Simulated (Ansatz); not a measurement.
# CH₅InO (SMILES [CH3][InH][OH]): single points off equilibrium

A test off equilibrium: a structure displaced at random from a GFN2-xTB minimum is computed at several levels, and each is set against CCSD(T).

Computed with Ansatz 0.2.0, Gaussian basis. Level: single points in def2-TZVPP.

Correlated methods freeze the cores. Filled d shells of the heavier atoms are correlated. Core potentials replace the inner electrons past krypton, and spin-orbit coupling is left out.

### Step 1. The starting structure

8 atoms, charge 0, spin multiplicity 1.

Atoms are counted from 1 here; the program's logs count them from 0.

Bond lengths: C1–In2 2.212 Å, C1–H4 1.001 Å, C1–H5 1.121 Å, C1–H6 1.294 Å, In2–O3 1.940 Å, In2–H7 1.899 Å, O3–H8 1.198 Å. Angles: In2–C1–H4 106.3°, In2–C1–H5 112.5°, In2–C1–H6 106.2°, H4–C1–H5 99.7°, H4–C1–H6 101.0°, H5–C1–H6 128.2°, C1–In2–O3 108.3°, C1–In2–H7 133.3°, O3–In2–H7 118.2°, In2–O3–H8 102.0°.

Geometry (Å):

```csv
atom,x (Å),y (Å),z (Å)
C1,-0.5764,0.6676,-1.1506
In2,0.7213,-0.2848,0.3669
O3,-0.3674,-0.7244,1.9108
H4,-1.2793,-0.0061,-1.3828
H5,-0.0720,0.7648,-2.1474
H6,-1.2806,1.5509,-0.5200
H7,2.5385,-0.8371,0.3641
H8,0.4253,-1.2601,2.6310
```

### Step 2. CCSD(T)/def2-TZVPP

The input, run/in.yaml:

```yaml
crystal:
  periodic: [false, false, false]
  atoms:
    - {symbol: C, position_ang: [-0.576400, 0.667600, -1.150600]}
    - {symbol: In, position_ang: [0.721300, -0.284800, 0.366900]}
    - {symbol: O, position_ang: [-0.367400, -0.724400, 1.910800]}
    - {symbol: H, position_ang: [-1.279300, -0.006100, -1.382800]}
    - {symbol: H, position_ang: [-0.072000, 0.764800, -2.147400]}
    - {symbol: H, position_ang: [-1.280600, 1.550900, -0.520000]}
    - {symbol: H, position_ang: [2.538500, -0.837100, 0.364100]}
    - {symbol: H, position_ang: [0.425300, -1.260100, 2.631000]}
basis:
  gaussian: {orbitals: def2-TZVPP}
correlation: {method: ccsd_t}
output: {forces: true}
```

The command line of these runs was not kept.

### Step 3. PBE0-D4/def2-TZVPP

Changes to run/in.yaml since step 2:

```diff
@@ -13,3 +13,3 @@
   gaussian: {orbitals: def2-TZVPP}
-correlation: {method: ccsd_t}
-output: {forces: true}
+hamiltonian: {xc: pbe0, dispersion: d4}
+output: {forces: true, orbitals: {seedname: orbitals}}
```

### Step 4. wB97M-V/def2-TZVPP

Changes to run/in.yaml since step 3:

```diff
@@ -13,3 +13,3 @@
   gaussian: {orbitals: def2-TZVPP}
-hamiltonian: {xc: pbe0, dispersion: d4}
-output: {forces: true, orbitals: {seedname: orbitals}}
+hamiltonian: {xc: {name: wB97M-V}}
+output: {forces: true}
```

### Step 5. r2SCAN-D4/def2-TZVPP

Changes to run/in.yaml since step 4:

```diff
@@ -13,3 +13,3 @@
   gaussian: {orbitals: def2-TZVPP}
-hamiltonian: {xc: {name: wB97M-V}}
+hamiltonian: {xc: r2scan, dispersion: d4}
 output: {forces: true}
```

### Step 6. PBE-D4/def2-TZVPP

Changes to run/in.yaml since step 5:

```diff
@@ -13,3 +13,3 @@
   gaussian: {orbitals: def2-TZVPP}
-hamiltonian: {xc: r2scan, dispersion: d4}
+hamiltonian: {xc: pbe, dispersion: d4}
 output: {forces: true}
```

### Step 7. revPBE-D4/def2-TZVPP

Changes to run/in.yaml since step 6:

```diff
@@ -13,3 +13,3 @@
   gaussian: {orbitals: def2-TZVPP}
-hamiltonian: {xc: pbe, dispersion: d4}
+hamiltonian: {xc: {name: revPBE}, dispersion: d4}
 output: {forces: true}
```

### Step 8. BLYP-D4/def2-TZVPP

Changes to run/in.yaml since step 7:

```diff
@@ -13,3 +13,3 @@
   gaussian: {orbitals: def2-TZVPP}
-hamiltonian: {xc: {name: revPBE}, dispersion: d4}
+hamiltonian: {xc: {name: BLYP}, dispersion: d4}
 output: {forces: true}
```

(Steps that only read results are left out.)

What does the calculation give? Wanted: energy less free atoms, CCSD(T)/def2-TZVPP; RMS force component; RMS force error; HOMO and LUMO, PBE0-D4; T1 diagnostic.

**Answer**, as computed:

| quantity | value |
| --- | --- |
| energy less free atoms, CCSD(T)/def2-TZVPP | -2274.6 kJ/mol |
| RMS force component | 2.264 to 2.414 eV/Å over the methods |
| RMS force error | PBE0-D4 0.097, wB97M-V 0.092, r2SCAN-D4 0.038, PBE-D4 0.162, revPBE-D4 0.209, BLYP-D4 0.244 eV/Å |
| HOMO and LUMO, PBE0-D4 | -7.61 and -1.13 eV |
| T1 diagnostic | 0.017 |

**Reading.** Against CCSD(T) the functionals' energies less atoms differ by -86.4 to -18.5 kJ/mol, PBE-D4 by -86.4 kJ/mol. The reference is not at the basis limit: in triple zeta CCSD(T) underbinds, which counts against methods that bind more; the gaps are no ranking. For forces r2SCAN-D4 does best and BLYP-D4 worst. Frozen-core CCSD(T) forces in triple zeta carry basis errors of their own, and this is one geometry, so small gaps rank nothing.
